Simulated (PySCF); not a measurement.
# CH₆BClSi: core binding energies at several levels of theory, part 2 of 3

PySCF 2.14.0. Atoms count from 0. Earlier steps stand in the parts before.

### 5 Core-electron binding energies: PBE, X2C

The job: settings as JSON, then the geometry in Å.

```
{"job": {"kind": "xps", "xc": "PBE"}, "charge": 0, "multiplicity": 1}
B     -0.904437     0.325060     0.863492
C      0.264737     1.324978     0.994994
Si     1.856172     0.496424     0.421405
Cl     3.393464     1.882690     0.552867
H     -1.524639     0.238038    -0.172029
H     -1.179418    -0.430801     1.767979
H      0.479105     1.633246     2.031738
H      0.170246     2.207055     0.340139
H      1.764732     0.063931    -0.999970
H      2.208912    -0.660260     1.289342
```

Method: delta-SCF UKS PBE, pcX-2 on the ionised atom, pcseg-1 elsewhere, spin-free X2C.

What it wrote:

```text
ground state, core basis on atom 0 (B), 125 functions
  cycle   1  E = -817.58212733  |g| = 4.55e-01
  cycle   2  E = -817.51076102  |g| = 6.67e-01
  cycle   3  E = -817.64155646  |g| = 5.73e-02
  cycle   4  E = -817.64252975  |g| = 2.26e-02
  cycle   5  E = -817.64267599  |g| = 7.10e-03
  cycle   6  E = -817.64269392  |g| = 1.54e-03
  cycle   7  E = -817.64269172  |g| = 2.19e-04
  E(ground) = -817.64270507 Eh
hole in B 1s of atom 0
  cycle   1  E = -810.04057112  |g| = 1.16e+00
  cycle   2  E = -807.55587679  |g| = 2.10e+00
  cycle   3  E = -810.21908667  |g| = 5.55e-01
  cycle   4  E = -810.32008514  |g| = 4.28e-01
  cycle   5  E = -810.44735777  |g| = 1.30e-01
  cycle   6  E = -810.46019624  |g| = 7.27e-02
  cycle   7  E = -810.46373070  |g| = 2.67e-02
  cycle   8  E = -810.46428424  |g| = 1.16e-02
  cycle   9  E = -810.46438197  |g| = 2.67e-03
  cycle  10  E = -810.46438948  |g| = 2.71e-03
  cycle  11  E = -810.46439391  |g| = 1.01e-03
  cycle  12  E = -810.46439446  |g| = 4.31e-04
  E(ion) = -810.46435125 Eh   <S^2> = 0.8904   hole on atom = 1.000   binding energy = 195.333 eV
ground state, core basis on atom 1 (C), 125 functions
  cycle   1  E = -817.64959702  |g| = 7.17e-02
  cycle   2  E = -817.64953111  |g| = 2.10e-02
  cycle   3  E = -817.64940605  |g| = 3.01e-02
  cycle   4  E = -817.64964694  |g| = 1.62e-03
  cycle   5  E = -817.64964663  |g| = 2.44e-04
  E(ground) = -817.64954087 Eh
hole in C 1s of atom 1
  cycle   1  E = -806.43772520  |g| = 1.53e+00
  cycle   2  E = -805.40318099  |g| = 2.05e+00
  cycle   3  E = -806.94114691  |g| = 3.60e-01
  cycle   4  E = -806.98166029  |g| = 1.94e-01
  cycle   5  E = -807.00426754  |g| = 5.64e-02
  cycle   6  E = -807.00620530  |g| = 5.61e-03
  cycle   7  E = -807.00622350  |g| = 1.79e-03
  cycle   8  E = -807.00622544  |g| = 2.87e-04
  E(ion) = -807.00608697 Eh   <S^2> = 0.7603   hole on atom = 1.000   binding energy = 289.623 eV
ground state, core basis on atom 2 (Si), 136 functions
  cycle   1  E = -817.71857519  |g| = 2.68e-01
  cycle   2  E = -817.71845562  |g| = 5.24e-02
  cycle   3  E = -817.71819621  |g| = 5.37e-02
  cycle   4  E = -817.71885963  |g| = 8.59e-03
  cycle   5  E = -817.71888325  |g| = 8.33e-04
  cycle   6  E = -817.71888481  |g| = 1.94e-04
  E(ground) = -817.71915325 Eh
hole in Si 1s of atom 2
  cycle   1  E = -748.84680844  |g| = 4.42e+00
  cycle   2  E = -747.90202062  |g| = 2.62e+00
  cycle   3  E = -748.47496568  |g| = 1.40e+00
  cycle   4  E = -749.83124675  |g| = 4.15e-01
  cycle   5  E = -749.90154183  |g| = 2.37e-01
  cycle   6  E = -749.93100827  |g| = 9.73e-02
  cycle   7  E = -749.93650344  |g| = 1.71e-02
  cycle   8  E = -749.93667138  |g| = 5.01e-03
  cycle   9  E = -749.93668686  |g| = 1.49e-03
  cycle  10  E = -749.93668933  |g| = 4.39e-04
  E(ion) = -749.93695657 Eh   <S^2> = 0.7515   hole on atom = 1.000   binding energy = 1844.448 eV
hole in Si 2p of atom 2
  cycle   1  E = -813.43455490  |g| = 1.23e+00
  cycle   2  E = -812.93399865  |g| = 1.45e+00
  cycle   3  E = -813.65310622  |g| = 4.16e-01
  cycle   4  E = -813.75864593  |g| = 1.26e-01
  cycle   5  E = -813.76740018  |g| = 4.27e-02
  cycle   6  E = -813.76863120  |g| = 9.94e-03
  cycle   7  E = -813.76868789  |g| = 3.23e-03
  cycle   8  E = -813.76869327  |g| = 1.06e-03
  cycle   9  E = -813.76869415  |g| = 1.97e-04
  E(ion) = -813.76895759 Eh   <S^2> = 0.7518   hole on atom = 1.002   binding energy = 107.490 eV
  2p3/2 = 107.212 eV   2p1/2 = 107.841 eV
ground state, core basis on atom 3 (Cl), 136 functions
  cycle   1  E = -817.83625732  |g| = 4.13e-01
  cycle   2  E = -817.83625784  |g| = 5.29e-02
  cycle   3  E = -817.83602485  |g| = 5.04e-02
  cycle   4  E = -817.83666412  |g| = 1.02e-02
  cycle   5  E = -817.83669056  |g| = 2.17e-03
  cycle   6  E = -817.83669211  |g| = 3.40e-04
  E(ground) = -817.83654136 Eh
hole in Cl 1s of atom 3
  cycle   1  E = -712.79541868  |g| = 5.56e+00
  cycle   2  E = -711.46291879  |g| = 2.67e+00
  cycle   3  E = -695.98598570  |g| = 3.15e+00
  cycle   4  E = -713.98216678  |g| = 3.19e-01
  cycle   5  E = -714.01045167  |g| = 2.69e-01
  cycle   6  E = -714.05150678  |g| = 6.92e-02
  cycle   7  E = -714.05370026  |g| = 2.36e-02
  cycle   8  E = -714.05401225  |g| = 5.63e-03
  cycle   9  E = -714.05402774  |g| = 1.43e-03
  cycle  10  E = -714.05402876  |g| = 5.46e-04
  cycle  11  E = -714.05402926  |g| = 7.30e-05
  E(ion) = -714.05397121 Eh   <S^2> = 0.7509   hole on atom = 1.000   binding energy = 2824.068 eV
hole in Cl 2p of atom 3
  cycle   1  E = -809.81384383  |g| = 1.67e+00
  cycle   2  E = -808.06392170  |g| = 1.81e+00
  cycle   3  E = -809.45246116  |g| = 1.01e+00
  cycle   4  E = -810.24451894  |g| = 2.24e-01
  cycle   5  E = -810.26248869  |g| = 1.80e-01
  cycle   6  E = -810.27822035  |g| = 5.82e-02
  cycle   7  E = -810.28009719  |g| = 1.01e-02
  cycle   8  E = -810.28016614  |g| = 1.27e-03
  cycle   9  E = -810.28016826  |g| = 3.76e-04
  E(ion) = -810.28007785 Eh   <S^2> = 0.7514   hole on atom = 1.001   binding energy = 205.622 eV
  2p3/2 = 204.951 eV   2p1/2 = 206.611 eV
```

Run time: 16 s. Hardware: 1 thread of Arm Neoverse V1, shared host; peak memory 0.53 GiB.

The holes in one table. −ε is the ground-state orbital energy:

```csv
hole,stands for,environment,ΔSCF (eV; 2p as the shell's mean),−ε (eV),⟨S²⟩
B1s on B0,B0,"boron bonded to C, 2 H",195.33 (doubtful),177.5,0.890
C1s on C1,C1,sp3 CH2 bonded to B and Si,289.62,269.2,0.760
Si1s on Si2,Si2,"silicon bonded to C, Cl, 2 H",1844.45,1784.8,0.751
Si2p on Si2,Si2,"silicon bonded to C, Cl, 2 H",107.42,95.3,0.752
Cl1s on Cl3,Cl3,chlorine bonded to Si,2824.07,2748.4,0.751
Cl2p on Cl3,Cl3,chlorine bonded to Si,205.50,190.2,0.751
```

Doubtful: the ion did not converge, its hole moved, or its ⟨S²⟩ is well above 0.75.

With the spin-orbit splitting: Si2 2p3/2 107.21, 2p1/2 107.84 eV; Cl3 2p3/2 204.95, 2p1/2 206.61 eV. The table gives each 2p level as the mean over the whole 2p shell (two parts 2p3/2, one part 2p1/2), which differs a little from the single hole in the log.

### 6 X-ray photoelectron lines: HF, X2C

Same as in step 5 but for these lines:

```diff
@@ -1,2 +1,2 @@
-{"job": {"kind": "xps", "xc": "PBE"}, "charge": 0, "multiplicity": 1}
+{"job": {"kind": "xps", "xc": "HF"}, "charge": 0, "multiplicity": 1}
 B     -0.904437     0.325060     0.863492
```

With the program's defaults for keys left out, this is: delta-SCF UKS HF, pcX-2 on the ionised atom, pcseg-1 elsewhere, spin-free X2C.

What it wrote:

```text
ground state, core basis on atom 0 (B), 125 functions
  cycle   1  E = -816.23297117  |g| = 3.67e-01
  cycle   2  E = -816.28512043  |g| = 1.24e-01
  cycle   3  E = -816.29060126  |g| = 3.74e-02
  cycle   4  E = -816.29128465  |g| = 6.16e-03
  cycle   5  E = -816.29130724  |g| = 2.14e-03
  cycle   6  E = -816.29131045  |g| = 6.77e-04
  cycle   7  E = -816.29131082  |g| = 1.46e-04
  E(ground) = -816.29131082 Eh
hole in B 1s of atom 0
  cycle   1  E = -808.67283798  |g| = 1.14e+00
  cycle   2  E = -808.94231658  |g| = 4.94e-01
  cycle   3  E = -809.05903080  |g| = 1.32e-01
  cycle   4  E = -809.06849049  |g| = 2.66e-02
  cycle   5  E = -809.06933595  |g| = 1.43e-02
  cycle   6  E = -809.06972007  |g| = 7.16e-03
  cycle   7  E = -809.06986218  |g| = 3.34e-03
  cycle   8  E = -809.06990087  |g| = 1.90e-03
  cycle   9  E = -809.06991725  |g| = 1.28e-03
  cycle  10  E = -809.06992809  |g| = 7.63e-04
  cycle  11  E = -809.06993295  |g| = 4.17e-04
  E(ion) = -809.06993295 Eh   <S^2> = 0.7923   hole on atom = 1.000   binding energy = 196.504 eV
ground state, core basis on atom 1 (C), 125 functions
  cycle   1  E = -816.29996823  |g| = 2.60e-02
  cycle   2  E = -816.30003815  |g| = 3.35e-03
  cycle   3  E = -816.30004146  |g| = 1.19e-03
  cycle   4  E = -816.30004190  |g| = 2.89e-04
  E(ground) = -816.30004190 Eh
hole in C 1s of atom 1
  cycle   1  E = -805.07739264  |g| = 1.50e+00
  cycle   2  E = -805.43447495  |g| = 7.76e-01
  cycle   3  E = -805.63525484  |g| = 1.01e-01
  cycle   4  E = -805.63950967  |g| = 1.89e-02
  cycle   5  E = -805.64002333  |g| = 1.10e-02
  cycle   6  E = -805.64029423  |g| = 4.12e-03
  cycle   7  E = -805.64033137  |g| = 1.25e-03
  cycle   8  E = -805.64033422  |g| = 3.92e-04
  E(ion) = -805.64033422 Eh   <S^2> = 0.7811   hole on atom = 1.000   binding energy = 290.065 eV
ground state, core basis on atom 2 (Si), 136 functions
  cycle   1  E = -816.37029299  |g| = 7.35e-02
  cycle   2  E = -816.37052156  |g| = 8.67e-03
  cycle   3  E = -816.37053610  |g| = 2.83e-03
  cycle   4  E = -816.37053844  |g| = 6.96e-04
  cycle   5  E = -816.37053870  |g| = 1.62e-04
  E(ground) = -816.37053870 Eh
hole in Si 1s of atom 2
  cycle   1  E = -747.37690942  |g| = 4.32e+00
  cycle   2  E = -748.29503480  |g| = 1.04e+00
  cycle   3  E = -748.42203189  |g| = 1.31e-01
  cycle   4  E = -748.42938614  |g| = 3.62e-02
  cycle   5  E = -748.43016373  |g| = 6.33e-03
  cycle   6  E = -748.43023164  |g| = 2.56e-03
  cycle   7  E = -748.43024770  |g| = 1.24e-03
  cycle   8  E = -748.43025220  |g| = 6.07e-04
  cycle   9  E = -748.43025339  |g| = 1.94e-04
  E(ion) = -748.43025339 Eh   <S^2> = 0.7550   hole on atom = 1.000   binding energy = 1848.749 eV
hole in Si 2p of atom 2
  cycle   1  E = -812.09163149  |g| = 1.21e+00
  cycle   2  E = -812.36221941  |g| = 4.42e-01
  cycle   3  E = -812.41256815  |g| = 5.22e-02
  cycle   4  E = -812.41423551  |g| = 1.79e-02
  cycle   5  E = -812.41454594  |g| = 6.64e-03
  cycle   6  E = -812.41465379  |g| = 3.19e-03
  cycle   7  E = -812.41468445  |g| = 1.45e-03
  cycle   8  E = -812.41469130  |g| = 5.02e-04
  cycle   9  E = -812.41469197  |g| = 1.26e-04
  E(ion) = -812.41469197 Eh   <S^2> = 0.7625   hole on atom = 1.002   binding energy = 107.644 eV
  2p3/2 = 107.426 eV   2p1/2 = 108.020 eV
ground state, core basis on atom 3 (Cl), 136 functions
  cycle   1  E = -816.48365171  |g| = 1.15e-01
  cycle   2  E = -816.48384692  |g| = 9.33e-03
  cycle   3  E = -816.48385665  |g| = 2.30e-03
  cycle   4  E = -816.48385796  |g| = 6.57e-04
  cycle   5  E = -816.48385825  |g| = 2.14e-04
  E(ground) = -816.48385825 Eh
hole in Cl 1s of atom 3
  cycle   1  E = -711.28251096  |g| = 5.42e+00
  cycle   2  E = -712.38716564  |g| = 1.14e+00
  cycle   3  E = -712.49913540  |g| = 1.01e-01
  cycle   4  E = -712.50092702  |g| = 1.29e-02
  cycle   5  E = -712.50099778  |g| = 3.64e-03
  cycle   6  E = -712.50100877  |g| = 1.40e-03
  cycle   7  E = -712.50101107  |g| = 4.42e-04
  E(ion) = -712.50101107 Eh   <S^2> = 0.7526   hole on atom = 1.000   binding energy = 2829.517 eV
hole in Cl 2p of atom 3
  cycle   1  E = -808.46332214  |g| = 1.63e+00
  cycle   2  E = -808.86887132  |g| = 5.52e-01
  cycle   3  E = -808.91350204  |g| = 2.80e-02
  cycle   4  E = -808.91396631  |g| = 9.58e-03
  cycle   5  E = -808.91405108  |g| = 4.46e-03
  cycle   6  E = -808.91407592  |g| = 1.72e-03
  cycle   7  E = -808.91408063  |g| = 5.15e-04
  cycle   8  E = -808.91408109  |g| = 1.89e-04
  E(ion) = -808.91408109 Eh   <S^2> = 0.7581   hole on atom = 1.001   binding energy = 205.984 eV
  2p3/2 = 205.431 eV   2p1/2 = 207.037 eV
```

Run time: 16 s. Hardware: 1 thread of Arm Neoverse V1, shared host; peak memory 0.59 GiB.

Binding energies by hole, beside the orbital energy of the ground state; the difference holds orbital relaxation and, for a density functional, its self-interaction error:

```
       hole  stands for                   environment  ΔSCF (eV; 2p as the shell's mean)  −ε (eV)   ⟨S²⟩
  B1s on B0          B0        boron bonded to C, 2 H                             196.50    207.3  0.792
  C1s on C1          C1    sp3 CH2 bonded to B and Si                             290.07    305.4  0.781
Si1s on Si2         Si2  silicon bonded to C, Cl, 2 H                            1848.75   1877.4  0.755
Si2p on Si2         Si2  silicon bonded to C, Cl, 2 H                             107.62    116.4  0.762
Cl1s on Cl3         Cl3         chlorine bonded to Si                            2829.52   2862.7  0.753
Cl2p on Cl3         Cl3         chlorine bonded to Si                             205.97    218.2  0.758
```

With the spin-orbit splitting: Si2 2p3/2 107.43, 2p1/2 108.02 eV; Cl3 2p3/2 205.43, 2p1/2 207.04 eV. The table gives each 2p level as the mean over the whole 2p shell (two parts 2p3/2, one part 2p1/2), which differs a little from the single hole in the log.

### 7 Core holes by ΔSCF: SCAN, X2C

Same as in step 6 but for these lines:

```diff
@@ -1,2 +1,2 @@
-{"job": {"kind": "xps", "xc": "HF"}, "charge": 0, "multiplicity": 1}
+{"job": {"kind": "xps", "basis": "pcX-1"}, "charge": 0, "multiplicity": 1}
 B     -0.904437     0.325060     0.863492
```

Level: delta-SCF UKS SCAN, pcX-1 on the ionised atom, pcseg-1 elsewhere, spin-free X2C.

What it wrote:

```text
ground state, core basis on atom 0 (B), 104 functions
  cycle   1  E = -818.02589187  |g| = 4.34e-01
  cycle   2  E = -817.99262966  |g| = 5.39e-01
  cycle   3  E = -818.07973065  |g| = 4.22e-02
  cycle   4  E = -818.08030395  |g| = 1.54e-02
  cycle   5  E = -818.08037018  |g| = 5.26e-03
  cycle   6  E = -818.08038246  |g| = 1.52e-03
  cycle   7  E = -818.08038119  |g| = 2.93e-04
  E(ground) = -818.11921772 Eh
hole in B 1s of atom 0
  cycle   1  E = -810.45966490  |g| = 1.15e+00
  cycle   2  E = -808.31279662  |g| = 1.91e+00
  cycle   3  E = -810.63321778  |g| = 5.40e-01
  cycle   4  E = -810.85760083  |g| = 1.38e-01
  cycle   5  E = -810.86465251  |g| = 8.78e-02
  cycle   6  E = -810.86930367  |g| = 3.45e-02
  cycle   7  E = -810.87011017  |g| = 1.94e-02
  cycle   8  E = -810.87048157  |g| = 8.06e-03
  cycle   9  E = -810.87061046  |g| = 7.51e-03
  cycle  10  E = -810.87068298  |g| = 3.90e-03
  cycle  11  E = -810.87069602  |g| = 9.39e-04
  cycle  12  E = -810.87069588  |g| = 3.37e-04
  E(ion) = -810.90943477 Eh   <S^2> = 0.9320   hole on atom = 1.000   binding energy = 196.188 eV
ground state, core basis on atom 1 (C), 104 functions
  cycle   1  E = -818.08122116  |g| = 3.22e-02
  cycle   2  E = -818.08101300  |g| = 4.04e-02
  cycle   3  E = -818.08141956  |g| = 4.05e-03
  cycle   4  E = -818.08142541  |g| = 1.70e-03
  cycle   5  E = -818.08142424  |g| = 2.52e-04
  E(ground) = -818.11932248 Eh
hole in C 1s of atom 1
  cycle   1  E = -806.83925883  |g| = 1.51e+00
  cycle   2  E = -806.19516669  |g| = 1.77e+00
  cycle   3  E = -807.35765010  |g| = 3.41e-01
  cycle   4  E = -807.40167259  |g| = 1.14e-01
  cycle   5  E = -807.40895811  |g| = 4.58e-02
  cycle   6  E = -807.41032150  |g| = 4.51e-03
  cycle   7  E = -807.41033782  |g| = 1.94e-03
  cycle   8  E = -807.41034085  |g| = 6.85e-04
  cycle   9  E = -807.41033953  |g| = 2.07e-04
  E(ion) = -807.44643025 Eh   <S^2> = 0.7668   hole on atom = 1.000   binding energy = 290.424 eV
ground state, core basis on atom 2 (Si), 116 functions
  cycle   1  E = -818.17810943  |g| = 1.84e-01
  cycle   2  E = -818.17786961  |g| = 5.50e-02
  cycle   3  E = -818.17772552  |g| = 5.40e-02
  cycle   4  E = -818.17852414  |g| = 6.63e-03
  cycle   5  E = -818.17852997  |g| = 8.88e-04
  cycle   6  E = -818.17852842  |g| = 1.45e-04
  E(ground) = -818.17461506 Eh
hole in Si 1s of atom 2
  cycle   1  E = -749.20164057  |g| = 4.35e+00
  cycle   2  E = -749.20725751  |g| = 2.17e+00
  cycle   3  E = -749.75554660  |g| = 8.77e-01
  cycle   4  E = -750.20235001  |g| = 3.04e-01
  cycle   5  E = -750.25904242  |g| = 5.80e-02
  cycle   6  E = -750.26057201  |g| = 3.30e-02
  cycle   7  E = -750.26132783  |g| = 9.10e-03
  cycle   8  E = -750.26137274  |g| = 3.11e-03
  cycle   9  E = -750.26137746  |g| = 7.32e-04
  cycle  10  E = -750.26137771  |g| = 1.94e-04
  E(ion) = -750.26381416 Eh   <S^2> = 0.7524   hole on atom = 1.000   binding energy = 1847.947 eV
hole in Si 2p of atom 2
  cycle   1  E = -813.85847107  |g| = 1.23e+00
  cycle   2  E = -813.62337488  |g| = 1.18e+00
  cycle   3  E = -814.10781567  |g| = 3.36e-01
  cycle   4  E = -814.17933617  |g| = 8.51e-02
  cycle   5  E = -814.18364214  |g| = 2.48e-02
  cycle   6  E = -814.18406803  |g| = 6.52e-03
  cycle   7  E = -814.18409011  |g| = 3.21e-03
  cycle   8  E = -814.18409536  |g| = 7.90e-04
  cycle   9  E = -814.18409623  |g| = 1.88e-04
  E(ion) = -814.18970744 Eh   <S^2> = 0.7517   hole on atom = 1.003   binding energy = 108.435 eV
  2p3/2 = 108.163 eV   2p1/2 = 108.788 eV
ground state, core basis on atom 3 (Cl), 116 functions
  cycle   1  E = -818.26299425  |g| = 3.14e-01
  cycle   2  E = -818.26289482  |g| = 4.96e-02
  cycle   3  E = -818.26256775  |g| = 5.98e-02
  cycle   4  E = -818.26362019  |g| = 6.67e-03
  cycle   5  E = -818.26362576  |g| = 2.23e-03
  cycle   6  E = -818.26362458  |g| = 3.43e-04
  E(ground) = -818.28511088 Eh
hole in Cl 1s of atom 3
  cycle   1  E = -713.06254839  |g| = 5.47e+00
  cycle   2  E = -713.70567037  |g| = 2.06e+00
  cycle   3  E = -714.14524095  |g| = 6.08e-01
  cycle   4  E = -714.27770378  |g| = 2.18e-01
  cycle   5  E = -714.30206039  |g| = 8.34e-02
  cycle   6  E = -714.30562461  |g| = 2.02e-02
  cycle   7  E = -714.30580780  |g| = 7.02e-03
  cycle   8  E = -714.30584047  |g| = 1.39e-03
  cycle   9  E = -714.30584005  |g| = 3.27e-04
  E(ion) = -714.33575011 Eh   <S^2> = 0.7521   hole on atom = 1.000   binding energy = 2828.606 eV
hole in Cl 2p of atom 3
  cycle   1  E = -810.19764043  |g| = 1.70e+00
  cycle   2  E = -810.31708647  |g| = 1.15e+00
  cycle   3  E = -810.63673735  |g| = 1.91e-01
  cycle   4  E = -810.65030873  |g| = 1.21e-01
  cycle   5  E = -810.65909319  |g| = 2.43e-02
  cycle   6  E = -810.65941610  |g| = 6.00e-03
  cycle   7  E = -810.65943767  |g| = 1.77e-03
  cycle   8  E = -810.65943868  |g| = 4.11e-04
  E(ion) = -810.68954182 Eh   <S^2> = 0.7515   hole on atom = 1.001   binding energy = 206.686 eV
  2p3/2 = 206.090 eV   2p1/2 = 207.733 eV
```

Wall time 20 s (1 thread of Arm Neoverse V1, shared host); peak memory 0.53 GiB.

Binding energies by hole, beside the orbital energy of the ground state; the difference holds orbital relaxation and, for a density functional, its self-interaction error:

```
       hole  stands for                   environment  ΔSCF (eV; 2p as the shell's mean)  −ε (eV)   ⟨S²⟩
  B1s on B0          B0        boron bonded to C, 2 H                  196.19 (doubtful)    180.4  0.932
  C1s on C1          C1    sp3 CH2 bonded to B and Si                             290.42    273.5  0.767
Si1s on Si2         Si2  silicon bonded to C, Cl, 2 H                            1847.95   1794.8  0.752
Si2p on Si2         Si2  silicon bonded to C, Cl, 2 H                             108.37     97.6  0.752
Cl1s on Cl3         Cl3         chlorine bonded to Si                            2828.61   2763.7  0.752
Cl2p on Cl3         Cl3         chlorine bonded to Si                             206.64    193.5  0.752
```

Doubtful: the ion did not converge, its hole moved, or its ⟨S²⟩ is well above 0.75.

With the spin-orbit splitting: Si2 2p3/2 108.16, 2p1/2 108.79 eV; Cl3 2p3/2 206.09, 2p1/2 207.73 eV. The table gives each 2p level as the mean over the whole 2p shell (two parts 2p3/2, one part 2p1/2), which differs a little from the single hole in the log.

[end of part 2 of 3]
